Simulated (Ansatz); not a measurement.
The system is RbBi.

```
Bi Rb
1.0
     4.68527    0.00000    0.00000
     0.00000    4.68527    0.00000
     0.00000    0.00000    3.85888
Bi Rb
1 1
Direct
  0.00000 0.00000 0.00000
  0.50000 0.50000 0.50000
```

The cell comes from a database or a generator and needn't be the stable form of this composition.

| Quantity | Value |
| --- | --- |
| Program | Ansatz 0.2.0 |
| Task | relaxation of cell and atoms |
| Functional | PBE |
| Potentials or basis | Ansatz PAW |
| Cutoff | 420 eV (not typed: the program's choice for these potentials) |
| k mesh | 6 × 6 × 7 |
| Occupations | fermi-dirac, width 0.05 eV |
| Spin | no spin polarisation |

At the start: volume 42.35 Å³/atom.

Where does the relaxation end?

It ends after 6 steps and the volume is 41.61 Å³/atom (-1.8 %); space group P4/mmm (No. 123, to 0.05 Å).

The path:
```
step  energy change (eV)  largest force (eV/Å)  volume (Å³)
   1              0.0000                0.0000        84.71
   2             -0.0195                0.0000        83.93
   3             -0.0480                0.0000        82.28
   4             -0.0510                0.0000        83.46
   5             -0.0510                0.0000        83.22
   6             -0.0509                0.0000        83.22
```

Final structure:
```cif
data_structure
_symmetry_space_group_name_H-M 'P 1'
_symmetry_Int_Tables_number 1
_cell_length_a 4.8532
_cell_length_b 4.8532
_cell_length_c 3.5333
_cell_angle_alpha 90.000
_cell_angle_beta 90.000
_cell_angle_gamma 90.000
_cell_volume 83.22
loop_
_atom_site_label
_atom_site_type_symbol
_atom_site_fract_x
_atom_site_fract_y
_atom_site_fract_z
_atom_site_occupancy
Bi1 Bi 0.00000 0.00000 0.00000 1
Rb1 Rb 0.50000 0.50000 0.50000 1
```

Caveat: the plane-wave basis is chosen anew once the cell has moved, so the energies of steps on either side of that aren't comparable.
